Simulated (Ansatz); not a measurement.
# CH3O2Si+ (SMILES O=[C+]O[SiH3]): functionals against CCSD(T) at one geometry

Method: single points in def2-TZVPP; program: Ansatz 0.2.0, Gaussian basis.

Cores are frozen in the correlated methods.

## Step 1: Where the work starts

SMILES `O=[C+]O[SiH3]`, 7 atoms, charge 1, spin multiplicity 1.

Atoms are counted from 1 here; the program's logs count them from 0.

Bond lengths: O1–C2 1.136 Å, C2–O3 1.131 Å, O3–Si4 1.965 Å, Si4–H5 1.441 Å, Si4–H6 1.526 Å, Si4–H7 1.516 Å. Angles: O1–C2–O3 172.4°, C2–O3–Si4 167.4°, O3–Si4–H5 97.6°, O3–Si4–H6 98.0°, O3–Si4–H7 93.9°, H5–Si4–H6 121.7°, H5–Si4–H7 109.1°, H6–Si4–H7 125.3°.

Coordinates:

| atom | x (Å) | y (Å) | z (Å) |
| --- | --- | --- | --- |
| O1 | 1.0565 | -2.3367 | 1.4607 |
| C2 | 0.7595 | -1.4206 | 0.8582 |
| O3 | 0.4081 | -0.4548 | 0.3861 |
| Si4 | -0.4991 | 0.9710 | -0.6164 |
| H5 | 0.6795 | 1.6543 | -1.0864 |
| H6 | -1.3465 | 1.5268 | 0.5241 |
| H7 | -0.9955 | 0.0342 | -1.7002 |

## Step 2: PBE-D4/def2-TZVPP

The input, run/in.yaml:

```yaml
crystal:
  periodic: [false, false, false]
  atoms:
    - {symbol: O, position_ang: [1.056482, -2.336703, 1.460654]}
    - {symbol: C, position_ang: [0.759477, -1.420579, 0.858250]}
    - {symbol: O, position_ang: [0.408088, -0.454777, 0.386071]}
    - {symbol: Si, position_ang: [-0.499090, 0.971000, -0.616429]}
    - {symbol: H, position_ang: [0.679459, 1.654314, -1.086394]}
    - {symbol: H, position_ang: [-1.346543, 1.526813, 0.524115]}
    - {symbol: H, position_ang: [-0.995483, 0.034186, -1.700218]}
basis:
  gaussian: {orbitals: def2-TZVPP}
total_charge: 1
hamiltonian: {xc: pbe, dispersion: d4}
output: {forces: true}
```

Launch:

```
$ ansatz run in.yaml --threads 2 --pin off --events-out ev --progress --plain --max-ram 3481MiB
```

What time and memory should one allow on 2 threads of AMD EPYC 7R43, shared host?

About 2.1 s, with a peak of 0.18 GiB.
